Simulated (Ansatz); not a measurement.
Run this with the Ansatz DFT code, driven from Python and show what comes out.

`strain.py`
```python
"""A rhombohedral strain scan of RbSbO3."""

import warnings

import ansatz as az
import numpy as np

VECTORS = np.array([
    [4.09054, 0.0, 0.0],
    [0.0, 4.09054, 0.0],
    [0.0, 0.0, 4.09054],
])
SITES = [
    ("Rb", [0.0, 0.0, 0.0]),
    ("Sb", [0.5, 0.5, 0.5]),
    ("O", [0.5, 0.5, 0.0]),
    ("O", [0.5, 0.0, 0.5]),
    ("O", [0.0, 0.5, 0.5]),
]


def on_lattice(cell):
    crystal = az.Crystal(lattice=az.Lattice.of(cell))
    for symbol, position in SITES:
        crystal = crystal.atom(symbol, position)
    return crystal


def main() -> None:
    warnings.simplefilter("ignore", az.DeckWarning)

    # clamped ions: the fractional positions stay as typed
    values = np.linspace(-0.05, 0.05, 5)
    energies = []
    for d in values:
        strain = d / 2 * (np.ones((3, 3)) - np.eye(3))
        cell = VECTORS @ (np.eye(3) + strain)
        model = (
            on_lattice(cell).calculation()
            .functional("pbesol")
            .occupations("fermi_dirac", width=0.05)
            .basis(520)
            .kpoints(6, 6, 6)
            .stress()
        )
        report = model.run(threads=1, backend="cpu").report
        energies.append(report["free_energy_ev"] / len(SITES))
        s = report["stress_gpa"]
        print(f"d = {d:+.4f}  stress xx yy zz xy (GPa, compression positive): {s[0][0]:8.3f} {s[1][1]:8.3f} {s[2][2]:8.3f} {s[0][1]:8.3f}")
    energies = np.array(energies)

    for value, e in zip(values, energies):
        print(f"strain {value:7.3f}   E - Emin = {1000 * (e - energies.min()):9.3f} meV/atom")
    np.savetxt("strain.csv", np.column_stack([values, energies]), fmt="%.6f", delimiter=",", header="strain,energy_eV_per_atom")
    curvature = 2 * np.polyfit(values, energies, 3)[1]
    volume = abs(np.linalg.det(VECTORS)) / len(SITES)
    print(f"d2E/dd2 over the volume: {curvature / volume * 160.21766:.1f} GPa")


if __name__ == "__main__":
    main()
```

```console
$ python strain.py
d = -0.0500  stress xx yy zz xy (GPa, compression positive):   -4.247   -4.247   -4.247    4.849
d = -0.0250  stress xx yy zz xy (GPa, compression positive):   -4.699   -4.699   -4.699    2.414
d = +0.0000  stress xx yy zz xy (GPa, compression positive):   -4.845   -4.845   -4.845    0.000
d = +0.0250  stress xx yy zz xy (GPa, compression positive):   -4.701   -4.701   -4.701   -2.396
d = +0.0500  stress xx yy zz xy (GPa, compression positive):   -4.264   -4.264   -4.264   -4.778
strain  -0.050   E - Emin =    30.757 meV/atom
strain  -0.025   E - Emin =     7.593 meV/atom
strain   0.000   E - Emin =     0.000 meV/atom
strain   0.025   E - Emin =     7.430 meV/atom
strain   0.050   E - Emin =    29.446 meV/atom
d2E/dd2 over the volume: 281.9 GPa
```

`strain.csv`, as written:
```csv
# strain,energy_eV_per_atom
-0.050000,-2261.422801
-0.025000,-2261.445965
0.000000,-2261.453558
0.025000,-2261.446128
0.050000,-2261.424112
```

Against the unstrained cell the energy per atom changes by +30.76 meV at one end of the scan and +29.45 meV at the other, and its second derivative over the volume is 281.9 GPa.

Notes:
- Absolute energies stand on the zero of these potentials, so only differences at equal settings mean something.
- For a metal this k-point mesh is coarse: on a finer one energies can move by several to tens of meV an atom and pressures by half a GPa or more, differences at one mesh by less.
- The curvature belongs to this strain pattern and to the cell's stress; it equals a single elastic constant only for simple patterns.
- In a metal a curvature from energy changes of a few meV or less hangs on mesh and smearing, in size and even in sign.
- The structure comes from a database of computed cells and needn't be a stable or known phase.
- The ions keep their fractional positions (clamped ions).
- Hardware and time: 22 s on 1 thread of Intel(R) Xeon(R) Platinum 8259CL CPU @ 2.50GHz (Skylake/Cascade Lake) (shared host), peak memory 0.48 GiB.
